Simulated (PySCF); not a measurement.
# C7H9B: the cost of one run

Programs: PySCF 2.14.0, with density-fitted response routines of our own. Each step states its level of theory. These are calculated values for one molecule in the gas phase, unless marked as measured. Atoms count from 0, in the outputs and in this text.

## Step 1: Starting geometry

17 atoms, charge 0, multiplicity 1; geometry from: GFN2-xTB.

Bonds of the start (Å): B0–C1 1.58, C1–C2 1.53, C1–C3 1.46, C3–C4 1.20, C1–C5 1.54, C5–C6 1.45, C6–C7 1.20, B0–H8 1.17, B0–H9 1.17, C2–H10 1.09, C2–H11 1.09, C2–H12 1.09, C4–H13 1.05, C5–H14 1.09, C5–H15 1.10, C7–H16 1.05.

## Step 2: TDDFT and polarisability: CAM-B3LYP/def2-SVPD

The job: settings as JSON, then the geometry in Å.

```
{"job": {"kind": "uv", "xc": "CAM-B3LYP", "basis": "def2-SVPD", "nstates": 8, "ntriplets": 3}, "charge": 0, "multiplicity": 1}
B     -0.061952    -0.126468    -1.697258
C     -0.173294     0.254281    -0.170689
C      0.736283     1.365287     0.360425
C     -1.525482     0.769937    -0.375640
C     -2.640810     1.181549    -0.542321
C     -0.227985    -0.912294     0.838585
C      1.052350    -1.582344     0.923123
C      2.119052    -2.121600     0.980811
H      0.322320     0.666423    -2.464898
H     -0.448302    -1.165699    -2.066152
H      1.747392     0.979097     0.473228
H      0.389916     1.720408     1.331180
H      0.758511     2.207209    -0.327141
H     -3.614649     1.553841    -0.664617
H     -0.985452    -1.636013     0.525345
H     -0.502344    -0.535115     1.829876
H      3.047448    -2.606470     1.036233
```

Method: TDDFT CAM-B3LYP/def2-SVPD, vertical, gas phase, core orbitals frozen in the response.

Launch:

```
$ OMP_NUM_THREADS=1 python probes_run.py task.json out
```

The driver reads the jobs from task.json and runs them one after another.

**Question.** How long does this job take on 1 thread of Arm Neoverse V2, shared host, and how much memory does it need?

About 84 s, with a peak of 1 GiB.
